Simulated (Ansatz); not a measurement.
# AlBrFH3 (built from SMILES F.[AlH2][Br]): a barrier at many levels of theory, part 3 of 3

Ansatz 0.2.0, Gaussian basis. The steps go on from the part before.

**17. CCSD(T)/def2-TZVPP**

The inputs:

r/in.yaml

```yaml
crystal:
  periodic: [false, false, false]
  atoms:
    - {symbol: Al, position_ang: [-0.253844, 0.284162, -0.588220]}
    - {symbol: Br, position_ang: [1.816125, -0.800028, -0.353891]}
    - {symbol: H, position_ang: [-1.379689, -0.593317, -1.250937]}
    - {symbol: H, position_ang: [-0.171906, 1.855764, -0.589164]}
    - {symbol: H, position_ang: [0.423761, -0.587721, 1.401535]}
    - {symbol: F, position_ang: [-0.434346, -0.158760, 1.380577]}
basis:
  gaussian: {orbitals: def2-TZVPP}
correlation: {method: ccsd_t}
```

ts/in.yaml

```yaml
crystal:
  periodic: [false, false, false]
  atoms:
    - {symbol: Al, position_ang: [-0.464993, 0.339317, -0.406999]}
    - {symbol: Br, position_ang: [1.791179, -0.864206, -0.070965]}
    - {symbol: H, position_ang: [-1.381817, -0.591998, -1.282121]}
    - {symbol: H, position_ang: [-0.167858, 1.869468, -0.617042]}
    - {symbol: H, position_ang: [0.705670, -0.636610, 1.068141]}
    - {symbol: F, position_ang: [-0.482082, -0.115871, 1.308886]}
basis:
  gaussian: {orbitals: def2-TZVPP}
correlation: {method: ccsd_t}
```

p/in.yaml

```yaml
crystal:
  periodic: [false, false, false]
  atoms:
    - {symbol: Al, position_ang: [-0.682751, 0.430063, -0.345405]}
    - {symbol: Br, position_ang: [1.787972, -0.853111, -0.105989]}
    - {symbol: H, position_ang: [-1.378267, -0.556530, -1.363520]}
    - {symbol: H, position_ang: [-0.175768, 1.881793, -0.704732]}
    - {symbol: H, position_ang: [1.339602, -0.996217, 1.241928]}
    - {symbol: F, position_ang: [-0.890687, 0.094101, 1.277617]}
basis:
  gaussian: {orbitals: def2-TZVPP}
correlation: {method: ccsd_t}
```

One command serves all of them, each in its own folder.

Started as:

```console
ansatz run in.yaml --threads 2 --pin off --events-out ev --progress --plain --max-ram 4352MiB
```

Log of r (excerpt; [...] marks lines left out):

```text
Functional definition: HF
  name "HF"
  cite "Fock, Z. Phys. 61, 126 (1930) doi:10.1007/BF01340294"
  parent pbe
[...]
1012 factors; integrals over basis functions are off by at most 1.8e-3 eV
[...]
mean field -79338.65173278 eV, -2915.6416735100 hartree, gradient 5.7e-6 eV, S^2 0.000000; 0 other end points of the search recorded, 0 dependent functions left out
15 core orbitals not correlated: weight in the atoms' cores, before any rotation towards them, 1.000 or more for the frozen orbitals, at most 0.000 for the correlated occupied ones
reference -79338.65173278 eV, -2915.6416735100 hartree; 15, 15 occupied and 133, 133 virtual orbitals, 1012 factors
second order -17.30177090 eV of doubles, -0.00000000 eV of singles
cycle   1  -17.44010283 eV  change   -1.4e-1 eV  update   7.7e-2
[...]
cycle   8  -17.88239531 eV  change   -8.0e-7 eV  update   2.2e-5
perturbative correction -0.52263214 eV, -0.0192063769 hartree
Total energy: -79357.05676023 eV, -2916.3180457935 hartree
```

ts printed (excerpt; [...] marks lines left out):

```text
[... 4 set-up lines as earlier in the session ...]
[...]
1013 factors; integrals over basis functions are off by at most 1.5e-3 eV
[...]
mean field -79338.06495097 eV, -2915.6201096763 hartree, gradient 3.0e-6 eV, S^2 0.000000; 0 other end points of the search recorded, 0 dependent functions left out
15 core orbitals not correlated: weight in the atoms' cores, before any rotation towards them, 1.000 or more for the frozen orbitals, at most 0.000 for the correlated occupied ones
reference -79338.06495097 eV, -2915.6201096763 hartree; 15, 15 occupied and 133, 133 virtual orbitals, 1013 factors
second order -17.61704136 eV of doubles, -0.00000000 eV of singles
cycle   1  -17.63622131 eV  change   -1.9e-2 eV  update   8.7e-2
[...]
cycle   8  -18.12330521 eV  change    2.5e-5 eV  update   2.7e-5
perturbative correction -0.57049878 eV, -0.0209654435 hartree
Total energy: -79356.75875497 eV, -2916.3070943020 hartree
```

Log of p (excerpt; [...] marks lines left out):

```text
[... 4 set-up lines as earlier in the session ...]
[...]
1003 factors; integrals over basis functions are off by at most 1.3e-3 eV
[...]
mean field -79338.66797226 eV, -2915.6422703000 hartree, gradient 2.2e-6 eV, S^2 0.000000; 0 other end points of the search recorded, 0 dependent functions left out
15 core orbitals not correlated, not the lowest: weight in the atoms' cores, before any rotation towards them, 1.000 or more for the frozen orbitals, at most 0.000 for the correlated occupied ones
reference -79338.66797226 eV, -2915.6422703000 hartree; 15, 15 occupied and 133, 133 virtual orbitals, 1003 factors
second order -17.23400881 eV of doubles, -0.00000000 eV of singles
cycle   1  -17.39995338 eV  change   -1.7e-1 eV  update   8.3e-2
[...]
cycle   8  -17.87150837 eV  change    3.6e-5 eV  update   3.1e-5
perturbative correction -0.50265176 eV, -0.0184721115 hartree
Total energy: -79357.04213239 eV, -2916.3175082304 hartree
```

They took 15 s (r), 14 s (ts), 14 s (p) on 2 threads of Intel Xeon 6975P-C, shared host; peak memory 1.4 GiB.

This gives 28.8 kJ/mol for the barrier and +1.4 kJ/mol for the step.

**18. MP2/def2-QZVPP**

The same edit goes into each in.yaml of step 17 (r, ts, p):

```diff
-  gaussian: {orbitals: def2-TZVPP}
-correlation: {method: ccsd_t}
+  gaussian: {orbitals: "def2-QZVPP.json"}
+correlation: {method: mp2}
```

The basis file named in the input lies beside it (Basis Set Exchange, JSON).

The same command starts each run, in its folder.

Started as:

```console
ansatz run in.yaml --threads 2 --pin off --events-out ev --progress --plain --max-ram 4352MiB
```

Log of r (excerpt; [...] marks lines left out):

```text
[... 4 set-up lines as earlier in the session ...]
[...]
1887 factors; integrals over basis functions are off by at most 8.5e-4 eV
[...]
mean field -79340.32353337 eV, -2915.7031110484 hartree, gradient 3.0e-6 eV, S^2 0.000000; 0 other end points of the search recorded, 0 dependent functions left out
15 core orbitals not correlated: weight in the atoms' cores, before any rotation towards them, 1.000 or more for the frozen orbitals, at most 0.000 for the correlated occupied ones
reference -79340.32353337 eV, -2915.7031110484 hartree; 15, 15 occupied and 276, 276 virtual orbitals, 1887 factors
second order -26.85528900 eV of doubles, -0.00000000 eV of singles
Total energy: -79367.17882236 eV, -2916.6900247159 hartree
```

ts printed (excerpt; [...] marks lines left out):

```text
[... 4 set-up lines as earlier in the session ...]
[...]
1887 factors; integrals over basis functions are off by at most 9.6e-4 eV
[...]
mean field -79339.74897943 eV, -2915.6819965807 hartree, gradient 2.8e-6 eV, S^2 0.000000; 0 other end points of the search recorded, 0 dependent functions left out
15 core orbitals not correlated: weight in the atoms' cores, before any rotation towards them, 1.000 or more for the frozen orbitals, at most 0.000 for the correlated occupied ones
reference -79339.74897943 eV, -2915.6819965807 hartree; 15, 15 occupied and 276, 276 virtual orbitals, 1887 factors
second order -27.16243568 eV of doubles, -0.00000000 eV of singles
Total energy: -79366.91141511 eV, -2916.6801976806 hartree
```

Output in p (excerpt; [...] marks lines left out):

```text
[... 4 set-up lines as earlier in the session ...]
[...]
1873 factors; integrals over basis functions are off by at most 9.8e-4 eV
[...]
mean field -79340.36052902 eV, -2915.7044706137 hartree, gradient 2.0e-6 eV, S^2 0.000000; 0 other end points of the search recorded, 0 dependent functions left out
15 core orbitals not correlated, not the lowest: weight in the atoms' cores, before any rotation towards them, 1.000 or more for the frozen orbitals, at most 0.000 for the correlated occupied ones
reference -79340.36052902 eV, -2915.7044706137 hartree; 15, 15 occupied and 276, 276 virtual orbitals, 1873 factors
second order -26.76583285 eV of doubles, -0.00000000 eV of singles
Total energy: -79367.12636187 eV, -2916.6880968284 hartree
```

They took 9 s (r), 9.5 s (ts), 8.5 s (p) on 2 threads of Intel Xeon 6975P-C, shared host; peak memory 1.1 GiB.

This gives 25.8 kJ/mol for the barrier and +5.1 kJ/mol for the step.

**19. Vibrations of the start structure**

Contents of vib-r/in.yaml:

```yaml
crystal:
  periodic: [false, false, false]
  atoms:
    - {symbol: Al, position_ang: [-0.253844, 0.284162, -0.588220]}
    - {symbol: Br, position_ang: [1.816125, -0.800028, -0.353891]}
    - {symbol: H, position_ang: [-1.379689, -0.593317, -1.250937]}
    - {symbol: H, position_ang: [-0.171906, 1.855764, -0.589164]}
    - {symbol: H, position_ang: [0.423761, -0.587721, 1.401535]}
    - {symbol: F, position_ang: [-0.434346, -0.158760, 1.380577]}
basis:
  gaussian: {orbitals: def2-TZVP}
hamiltonian: {xc: pbe0, dispersion: d4}
phonons: {temperatures: {t_min: 298.15, t_max: 900, t_step: 200}}
```

Started as:

```console
ansatz run in.yaml --threads 2 --pin off --events-out ev --progress --plain --max-ram 4352MiB
```

The program printed (excerpt; [...] marks lines left out):

```text
[... 5 set-up lines as earlier in the session ...]
[...]
980 factors; their error is unknown
[...]
mean field -79398.45176479 eV, -2917.8392841523 hartree, gradient 5.1e-5 eV, S^2 0.000000; 0 other end points of the search recorded, 0 dependent functions left out
[...]
Atom 3 at    -0.171906     1.855764    -0.589164 Å, force     0.000370     0.000099     0.000168 eV/Å
Atom 4 at     0.423761    -0.587721     1.401535 Å, force    -0.001179     0.000691    -0.000068 eV/Å
Atom 5 at    -0.434346    -0.158760     1.380577 Å, force     0.001354    -0.000583    -0.000773 eV/Å
Dipole moment:    -0.083765    -0.031842     0.270684 e Å
Vibrations: 174.38 276.27 364.57 401.82 456.20 554.21 632.27 733.51 818.77 1965.87 1981.12 3413.50 cm⁻¹, zero-point energy 0.729802 eV
```

Run time: 44 s. Hardware: 2 threads of Intel Xeon 6975P-C, shared host.

The modes, with what each moves most:

| mode | wavenumber (cm⁻¹) | character |
| --- | --- | --- |
| 1 | 174 | bend |
| 2 | 276 | Al–F and Al–Br stretch |
| 3 | 365 | Al–Br stretch |
| 4 | 402 | bend |
| 5 | 456 | bend with torsion |
| 6 | 554 | torsion |
| 7 | 632 | bend |
| 8 | 734 | bend |
| 9 | 819 | bend |
| 10 | 1966 | Al–H stretch |
| 11 | 1981 | Al–H stretch |
| 12 | 3414 | F–H stretch |

Vibrational sums (real modes only):

| T (K) | entropy (J/mol/K) | heat capacity (J/mol/K) |
| --- | --- | --- |
| 298 | 34.2 | 47.9 |
| 498 | 63.2 | 64.3 |
| 698 | 86.5 | 73.3 |
| 898 | 105.7 | 79.3 |

**20. Vibrations of the end structure**

Contents of vib-p/in.yaml:

```yaml
crystal:
  periodic: [false, false, false]
  atoms:
    - {symbol: Al, position_ang: [-0.682751, 0.430063, -0.345405]}
    - {symbol: Br, position_ang: [1.787972, -0.853111, -0.105989]}
    - {symbol: H, position_ang: [-1.378267, -0.556530, -1.363520]}
    - {symbol: H, position_ang: [-0.175768, 1.881793, -0.704732]}
    - {symbol: H, position_ang: [1.339602, -0.996217, 1.241928]}
    - {symbol: F, position_ang: [-0.890687, 0.094101, 1.277617]}
basis:
  gaussian: {orbitals: def2-TZVP}
hamiltonian: {xc: pbe0, dispersion: d4}
phonons: {temperatures: {t_min: 298.15, t_max: 900, t_step: 200}}
```

Started as:

```console
ansatz run in.yaml --threads 2 --pin off --events-out ev --progress --plain --max-ram 4352MiB
```

The program printed (excerpt; [...] marks lines left out):

```text
[... 5 set-up lines as earlier in the session ...]
[...]
980 factors; their error is unknown
[...]
mean field -79398.36925796 eV, -2917.8362520823 hartree, gradient 1.2e-5 eV, S^2 0.000000; 0 other end points of the search recorded, 0 dependent functions left out
[...]
Atom 3 at    -0.175768     1.881793    -0.704732 Å, force     0.000369     0.000969    -0.000300 eV/Å
Atom 4 at     1.339602    -0.996217     1.241928 Å, force    -0.000024    -0.000128     0.000532 eV/Å
Atom 5 at    -0.890687     0.094101     1.277617 Å, force    -0.000064    -0.000514     0.001996 eV/Å
Dipole moment:     0.418840    -0.200428    -0.022718 e Å
Vibrations: 113.04 142.46 149.42 337.01 343.71 542.13 649.92 748.27 809.36 1947.99 1953.62 2620.38 cm⁻¹, zero-point energy 0.642071 eV
```

Run time: 45 s. Hardware: 2 threads of Intel Xeon 6975P-C, shared host.

The modes, with what each moves most:

| mode | wavenumber (cm⁻¹) | character |
| --- | --- | --- |
| 1 | 113 | bend with Al–Br stretch |
| 2 | 142 | torsion |
| 3 | 149 | Al–Br stretch with bend |
| 4 | 337 | bend |
| 5 | 344 | bend |
| 6 | 542 | bend |
| 7 | 650 | bend |
| 8 | 748 | bend with Al–F stretch |
| 9 | 809 | Al–F stretch with bend |
| 10 | 1948 | Al–H stretch |
| 11 | 1954 | Al–H stretch |
| 12 | 2620 | Br–H stretch |

Vibrational sums (real modes only):

| T (K) | entropy (J/mol/K) | heat capacity (J/mol/K) |
| --- | --- | --- |
| 298 | 52.2 | 52.0 |
| 498 | 82.6 | 66.3 |
| 698 | 106.5 | 75.0 |
| 898 | 126.2 | 81.2 |

**21. The ladder**

The basis limit takes Hartree-Fock with exponent 7.88 and MP2 correlation with exponent 2.97 from the triple- and quadruple-zeta runs, and adds the coupled-cluster step over MP2 from triple zeta. Where a quadruple-zeta run was CCSD(T), only its Hartree-Fock and MP2 parts are used.

Rows are in def2-TZVPP; times add the 3 runs of a level on a shared host, so small differences are noise.

The saddle's own vibrations were run with its search: 479i cm⁻¹, zero-point energy 0.613 eV.

The barrier:

Differences are taken before rounding.

| method | rung | barrier (kJ/mol) | from CCSD(T)/CBS (kJ/mol) | time |
| --- | --- | --- | --- | --- |
| SPW92 | LDA | 5.5 | -23.3 | 2 s |
| PBE-D4 | GGA | 13.7 | -15.0 | 3.2 s |
| BLYP-D4 | GGA | 13.5 | -15.3 | 3.3 s |
| r2SCAN-D4 | meta-GGA | 17.5 | -11.3 | 6 s |
| B97M-V | meta-GGA | 25.6 | -3.2 | 11 s |
| PBE0-D4 | hybrid | 24.5 | -4.3 | 4.6 s |
| B3LYP-D4 | hybrid | 21.9 | -6.9 | 4.7 s |
| r2SCAN0-D4 | hybrid | 26.3 | -2.5 | 7.6 s |
| BHLYP-D4 | hybrid | 33.8 | +5.1 | 4.8 s |
| CAM-B3LYP-D4 | range-separated hybrid | 23.3 | -5.5 | 5.6 s |
| wB97X-V | range-separated hybrid | 27.6 | -1.2 | 11 s |
| wB97M-V | range-separated hybrid | 28.8 | +0.1 | 13 s |
| B2PLYP | double hybrid | 24.6 | -4.2 | 7.7 s |
| PBE-QIDH | double hybrid | 29.9 | +1.1 | 8 s |
| RPA on PBE | RPA | 23.0 | -5.8 | 6.7 s |
| Hartree-Fock | wavefunction | 56.6 | +27.8 |  |
| MP2 | wavefunction | 26.2 | -2.6 |  |
| CCSD | wavefunction | 33.4 | +4.6 |  |
| CCSD(T) | wavefunction | 28.8 | 0.0 | 42 s |
| CCSD(T)/CBS |  | 28.8 | 0 | 69 s |

Among the levels timed on like hardware and quicker than the yardstick, those that no quicker one beats, quickest first: SPW92 (2 s, -23.3 kJ/mol); PBE-D4 (3.2 s, -15.0 kJ/mol); PBE0-D4 (4.6 s, -4.3 kJ/mol); r2SCAN0-D4 (7.6 s, -2.5 kJ/mol); PBE-QIDH (8 s, +1.1 kJ/mol); wB97M-V (13 s, +0.1 kJ/mol); CCSD(T) (42 s, 0.0 kJ/mol).

For cost: CCSD(T) gets within 0.0 kJ/mol in 42 s, where CCSD(T)/CBS took 69 s; the quickest level in the cost chart, SPW92, takes 2 s and misses by 23.3 kJ/mol.

The step energy:

Differences are taken before rounding.

| method | rung | step energy (kJ/mol) | from CCSD(T)/CBS (kJ/mol) |
| --- | --- | --- | --- |
| SPW92 | LDA | 19.2 | +16.4 |
| PBE-D4 | GGA | 8.7 | +5.9 |
| BLYP-D4 | GGA | -3.6 | -6.4 |
| r2SCAN-D4 | meta-GGA | 7.5 | +4.7 |
| B97M-V | meta-GGA | -1.8 | -4.6 |
| PBE0-D4 | hybrid | 11.2 | +8.4 |
| B3LYP-D4 | hybrid | -0.3 | -3.1 |
| r2SCAN0-D4 | hybrid | 10.1 | +7.3 |
| BHLYP-D4 | hybrid | 1.8 | -1.0 |
| CAM-B3LYP-D4 | range-separated hybrid | -0.2 | -3.0 |
| wB97X-V | range-separated hybrid | 3.2 | +0.4 |
| wB97M-V | range-separated hybrid | 5.7 | +3.0 |
| B2PLYP | double hybrid | 0.9 | -1.9 |
| PBE-QIDH | double hybrid | 10.6 | +7.8 |
| RPA on PBE | RPA | -5.2 | -7.9 |
| Hartree-Fock | wavefunction | -1.6 | -4.3 |
| MP2 | wavefunction | 5.0 | +2.2 |
| CCSD | wavefunction | -0.5 | -3.3 |
| CCSD(T) | wavefunction | 1.4 | -1.4 |
| CCSD(T)/CBS |  | 2.8 | 0 |

**22. Outcome**

This closing draws on all 3 parts.

| quantity | value |
| --- | --- |
| barrier, CCSD(T)/CBS | 28.8 kJ/mol |
| reverse barrier, CCSD(T)/CBS | 26.0 kJ/mol |
| step energy, CCSD(T)/CBS | +2.8 kJ/mol |
| barrier with zero-point energy | 17.5 kJ/mol |
| step energy with zero-point energy | -5.7 kJ/mol |
| imaginary mode at the saddle | 479i cm⁻¹ |
| largest T1 diagnostic | 0.009 |

In words: Among the functionals wB97M-V lands nearest to CCSD(T)/CBS (+0.1 kJ/mol) and SPW92 farthest (-23.3 kJ/mol). By rung, the mean size of the error is: LDA 23.3, GGA 15.2, meta-GGA 7.2, hybrid 4.7, range-separated hybrid 2.3, double hybrid 2.7 kJ/mol. PBE-D4 gives a barrier 15.0 kJ/mol too low, outside chemical accuracy (1 kcal/mol, 4.2 kJ/mol). Every functional without exact exchange puts the forward barrier too low. The barrier rises with the share of exact exchange, from BLYP-D4 through B3LYP-D4 to BHLYP-D4 (-15.3, -6.9, +5.1 kJ/mol). Hartree-Fock, with no correlation, is off by +27.8 kJ/mol. Zero-point motion lowers the barrier by 11.3 kJ/mol.
